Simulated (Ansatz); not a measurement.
**Mo2C: energies, forces and stress near the listed structure**

Method: DFT PBEsol, scalar-relativistic, plane waves, PAW, in Ansatz 0.2.0.

## (1) The structure to begin with

It takes space group P-3m1 (No. 164, trigonal). The conventional cell has a = 3.056 Å, b = 3.056 Å, c = 4.639 Å, α = 90.00°, β = 90.00°, γ = 120.00°. Mo (site symmetry 3m) is surrounded by 3 C at 2.11 Å. Around C (site symmetry -3m) lie 6 Mo at 2.11 Å.

As a file:

```
Mo C
1.0
     3.05605    0.00000    0.00000
    -1.52802    2.64662    0.00000
     0.00000    0.00000    4.63896
Mo C
2 1
Direct
  0.33333 0.66667 0.24977
  0.66667 0.33333 0.75023
  0.00000 0.00000 0.50000
```

The structure comes from the Materials Project (structure only).

## (2) A distortion that keeps the symmetry

What differs from the listed cell: strain xx, yy, zz, yz, xz, xy = -1.2, -1.2, +0.3, +0.0, +0.0, +0.0 %; atoms moved by 0.03 Å root mean square, at most 0.04 Å.

Input file input.yaml:

```yaml
crystal:
  lattice:
    - [3.0200799966, 0.0, 0.0]
    - [-1.5100399983, 2.6154659985, 0.0]
    - [0.0, 0.0, 4.6539406806]
  atoms:
    - { symbol: Mo, position: [0.33333333, 0.66666667, 0.2576888197] }
    - { symbol: Mo, position: [0.66666667, 0.33333333, 0.7423111803] }
    - { symbol: C, position: [0.0, 0.0, 0.5] }
basis:
  ecutwfc: 420
kpoints:
  mp_grid: { grid: [15, 15, 10] }
hamiltonian:
  xc: pbesol
scf:
  occupations: { method: gaussian, width: 0.1 }
output:
  forces: true
  stress: true
  eigenvalues: true
  populations: true
```

On the command line:

```console
> ansatz run input.yaml --threads 1 --pin off --max-ram 1331MiB --backend cpu --events-out ev --progress --plain --runs-dir out
```

**Question.** How long does this run take on 1 thread of an Arm CPU, shared host, and how much memory does it need?

About 13 s, with a peak of 0.4 GiB.
